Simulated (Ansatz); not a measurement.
## C2H3AlClF, SMILES C=[C](Cl)[AlH][F]: a single point from an input written key by key

Program: the Python package of Ansatz (0.2.0).

The script, `deck_c2h3alclf.py`:
```python
"""C2H3AlClF through the session interface."""

import ansatz as az
import numpy as np

DECK = """
crystal:
  periodic: [false, false, false]
  atoms:
    - { symbol: C, position_ang: [-1.2481, -0.1167, 0.675] }
    - { symbol: C, position_ang: [-0.1234, 0.4746, 0.3574] }
    - { symbol: Cl, position_ang: [0.3117, 2.0204, 1.0463] }
    - { symbol: Al, position_ang: [1.205, -0.4039, -0.8854] }
    - { symbol: F, position_ang: [2.7141, 0.3463, -1.2905] }
    - { symbol: H, position_ang: [-1.9758, 0.4442, 1.345] }
    - { symbol: H, position_ang: [-1.5686, -1.022, 0.2401] }
    - { symbol: H, position_ang: [0.7772, -1.8, -1.5436] }
basis:
  gaussian: { orbitals: def2-SVP, nuclear_model: gaussian }
correlation:
  method: mp2
output:
  forces: true
"""


def main() -> None:
    session = az.Session.from_yaml(DECK)
    r = session.plan(threads=1).execute().report

    for key in ("converged", "free_energy_ev", "reference_energy_ev", "n_frozen", "n_occupied", "n_virtual"):
        print(f"{key:22s} {r[key]}")
    symbols = ["C", "C", "Cl", "Al", "F", "H", "H", "H"]
    parts = r["correlation"]
    for name in ("random_phase", "coupled_cluster", "perturbative"):
        if name in parts:
            print(f"{name:16s} {parts[name]['energy']['hartree']:12.7f} Ha")
    if "second_order" in parts:
        pair = parts["second_order"]
        print(f"MP2 same spin {pair['same_spin']['hartree']:.7f} Ha, opposite spin {pair['opposite_spin']['hartree']:.7f} Ha")
    state = r["mean_field"]["state"]
    print(f"mean field: {state['energy']['hartree']:.7f} Ha, <S^2> = {abs(state['spin_squared']):.4f}, stability: {state.get('stability', {}).get('kind')}")

    print("forces (eV/A)")
    for symbol, f in zip(symbols, r["forces_ev_ang"]):
        print(f"  {symbol:2s} {f[0]:9.4f} {f[1]:9.4f} {f[2]:9.4f}")
    charges = r["charge_distribution"]
    print("dipole moment", round(4.803205 * float(np.linalg.norm(charges["dipole_moment_e_ang"])), 3), "D")
    print("Mulliken:", [(s, round(q, 3)) for s, q in zip(symbols, charges["mulliken_charges_e"])])


if __name__ == "__main__":
    main()
```

Output of `python deck_c2h3alclf.py`:
```text
converged              True
free_energy_ev         -23909.54128177419
reference_energy_ev    -23892.048003230557
n_frozen               13
n_occupied             [14, 14]
n_virtual              [66, 66]
MP2 same spin -0.1628396 Ha, opposite spin -0.4800266 Ha
mean field: -878.0165695 Ha, <S^2> = 0.0000, stability: minimum
forces (eV/A)
  C    -2.6834    1.5979    1.9454
  C     3.1410    0.3863   -1.3061
  Cl   -0.1180    0.0311    0.0727
  Al    0.5727    0.6856   -0.1267
  F    -1.5626   -0.8135    0.4453
  H     0.6916   -0.9058   -0.6456
  H    -0.3253   -1.4106   -0.5642
  H     0.2840    0.4289    0.1790
dipole moment 2.334 D
Mulliken: [('C', -0.01), ('C', -0.354), ('Cl', -0.109), ('Al', 1.037), ('F', -0.456), ('H', 0.068), ('H', 0.049), ('H', -0.224)]
```

The settings weren't tested for convergence. The geometry is a force-field or estimated start, not a minimum of this method, and the basis set is short of its limit. The whole script took 3.3 s on 1 thread of Arm Neoverse V1 (shared host), peak memory 0.24 GiB.

(Lines on the test bed's own set-up are left out of the output.)
